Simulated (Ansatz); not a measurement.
# GdBi2BrO4 (P4/mmm): a single-point run

Aim: a sound single-point run of GdBi2BrO4 (P4/mmm). The structure is shown as the input types it.

Program: Ansatz 0.2.0. Level of theory: DFT PBEsol+U, scalar-relativistic, plane waves, PAW. These are calculated values, not measurements.

## 1. Running it

Contents of input.yaml:

```yaml
crystal:
  lattice:
    - [3.895799934, 0.0, 0.0]
    - [0.0, 3.895799934, 0.0]
    - [0.0, 0.0, 9.1719998446]
  atoms:
    - { symbol: gd, position: [0.0, 0.0, 0.0], spin: 7.0 }
    - { symbol: Bi, position: [0.5, 0.5, 0.7265] }
    - { symbol: Bi, position: [0.5, 0.5, 0.2735] }
    - { symbol: Br, position: [0.0, 0.0, 0.5] }
    - { symbol: O, position: [0.5, 0.0, 0.847] }
    - { symbol: O, position: [0.0, 0.5, 0.847] }
    - { symbol: O, position: [0.5, 0.0, 0.153] }
    - { symbol: O, position: [0.0, 0.5, 0.153] }
basis:
  ecutwfc: 420
  ecutrho_ratio: 4
kpoints:
  mp_grid: { grid: [6, 6, 4] }
hamiltonian:
  xc: pbesol
  hubbard: { sites: [{ species: Gd, l: f, u_eff: 4.0 }] }
scf:
  occupations: { method: gaussian, width: 0.05 }
  max_iter: 80
output:
  forces: true
  stress: true
magnetization:
  spin_polarized: true
```

On the command line:

```sh
$ ansatz run input.yaml --threads 8 --pin off --max-ram 15360MiB --backend cpu --events-out ev --progress --plain --runs-dir out
```

Standard output:

```text
Error: YAML parse error: error: line 7 column 17: `gd` is not an element symbol (H … Og, case-exact)
 --> <input>:7:17
  |
5 |     - [0.0, 0.0, 9.1719998446]
6 |   atoms:
7 |     - { symbol: gd, position: [0.0, 0.0, 0.0], spin: 7.0 }
  |                 ^ `gd` is not an element symbol (H … Og, case-exact)
8 |     - { symbol: Bi, position: [0.5, 0.5, 0.7265] }
9 |     - { symbol: Bi, position: [0.5, 0.5, 0.2735] }
  |
```

It took 0.03 s on 8 threads of Intel Xeon at 2.70GHz, shared host; peak memory 0.025 GiB.

## 2. Reading the log

Nothing was computed: the input was turned down at the start. The line that matters: «line 7 column 17: `gd` is not an element symbol (H … Og, case-exact)»

One of the atoms is labelled with something that isn't a chemical symbol in the accepted spelling.

What to do: mend the symbol.

## 3. The mended run

Besides the cure, the input differs in scf.max_iter, scf.lower_state_search, output requests, the start file, as the diff shows.

input.yaml: that of step 1 with these lines changed.

```diff
@@ -6,3 +6,3 @@
   atoms:
-    - { symbol: gd, position: [0.0, 0.0, 0.0], spin: 7.0 }
+    - { symbol: Gd, position: [0.0, 0.0, 0.0], spin: 7.0 }
     - { symbol: Bi, position: [0.5, 0.5, 0.7265] }
@@ -24,3 +24,3 @@
   occupations: { method: gaussian, width: 0.05 }
-  max_iter: 80
+  lower_state_search: "off"
 output:
@@ -28,3 +28,12 @@
   stress: true
+  eigenvalues: true
+  populations: true
+  hubbard: { sites: [{ species: Gd, l: f }] }
 magnetization:
   spin_polarized: true
+checkpoint:
+  read: start.run
+  write: ck
+  compress: false
+  write_wavefunctions: false
+  write_every: 100000
```

On the command line:

```sh
$ ansatz run input.yaml --threads 8 --pin off --max-ram 15360MiB --backend cpu --events-out ev --progress --plain --runs-dir out
```

The main lines of its log:

```text
[...]
Basis set: ecut = 420 eV, 2719 PW (Γ), exchange–correlation on 54×54×128 points (8 copies of the dense FFT grid, shifted against one another)
[...]
Magnetic group: BNS 123.339 (UNI 999), of the structure as read, at distance tolerance 5.2e-5 Å
k-points: 30 of 144
[...]
SCF iter   1: F=—  HF=-38697.593377 eV  |F-HF|=—  |Δ(HF+E_count)|=         —  Δρ=1.32e-4 (↑1.32e-4 ↓1.30e-4)  dr2=2.34e-4  dr2_m=2.59e-8  M=7.000 μB ∫|m|=7.058 μB  β_m=0.30  ethr=1.72e-7  ⟨swp⟩=4.2  Hψ=23064  notcnv=0
preconditioner: auto → Resta (q_TF=auto, 2.482 Å⁻¹)  ε∞=3.9  [insulator: Δε(μ)=1.125 eV  Ē_g=16.308 eV  σ=0.050 eV  W_gap=1.00  n_scr=38 (ndim 8)  ℏωp=27.6 eV  f_vac=0.013  D(μ)=0.00/eV (n_scr^D=0)  ε∞_Penn≈3.9]
[...]
SCF iter   2: F=—  HF=-38697.593336 eV  |F-HF|=—  |Δ(HF+E_count)|=   4.08e-5  Δρ=8.37e-5 (↑8.37e-5 ↓8.22e-5)  dr2=8.73e-5  dr2_m=1.56e-8  M=7.000 μB ∫|m|=7.058 μB  β_m=0.53  ethr=1.72e-7  ⟨swp⟩=1.9  Hψ=3266  notcnv=0
[...]
SCF iter   4: F=—  HF=-38697.593307 eV  |F-HF|=—  |Δ(HF+E_count)|=   1.15e-7  Δρ=1.61e-5 (↑1.61e-5 ↓1.55e-5)  dr2=1.55e-6  dr2_m=6.04e-10  M=7.000 μB ∫|m|=7.058 μB  β_m=0.62  ethr=4.48e-9  ⟨swp⟩=2.0  Hψ=4418  notcnv=0
SCF iter   5: F=-38697.593307 eV  HF=-38697.593307 eV  |F-HF|=2.01e-9  |Δ(HF+E_count)|=   1.85e-7  Δρ=3.30e-6 (↑3.27e-6 ↓3.30e-6)  dr2=7.26e-8  dr2_m=1.52e-10  M=7.000 μB ∫|m|=7.058 μB  ethr=1.27e-10  ⟨swp⟩=5.8  Hψ=15056  notcnv=0
[...]
SCF converged after 5 iterations
Magnetization: 7.0000 μB (43.0000 up, 36.0000 down)
[...]
Free energy (F): -38697.593307 eV
[...]
E sigma→0 (E₀):  -38697.593307 eV
Fermi energy:    9.872427 eV
[...]
  P = ⅓ Tr σ = -0.7753 GPa (-7.753 kbar)
[...]
```

Wall time 6.2 s (8 threads of Intel Xeon at 2.70GHz, shared host); peak memory 1.1 GiB.

## 4. Results

| quantity | value |
| --- | --- |
| first try | refused |
| cause | no such element symbol |
| second try | converged, 5 SCF cycles |
| energy (zero set by the potentials) | -38697.5933 eV |
| pressure | -0.78 GPa |
| gap on the mesh | 1.12 eV |
| absolute moment | 7.06 μB |
| largest force | 0.106 eV/Å |

In words: The mended input goes through in 5 SCF cycles. The largest force in the second run is 0.106 eV/Å, so the atoms are not at their relaxed places. The gap of the reference lacks spin-orbit coupling, though the cell holds Bi.
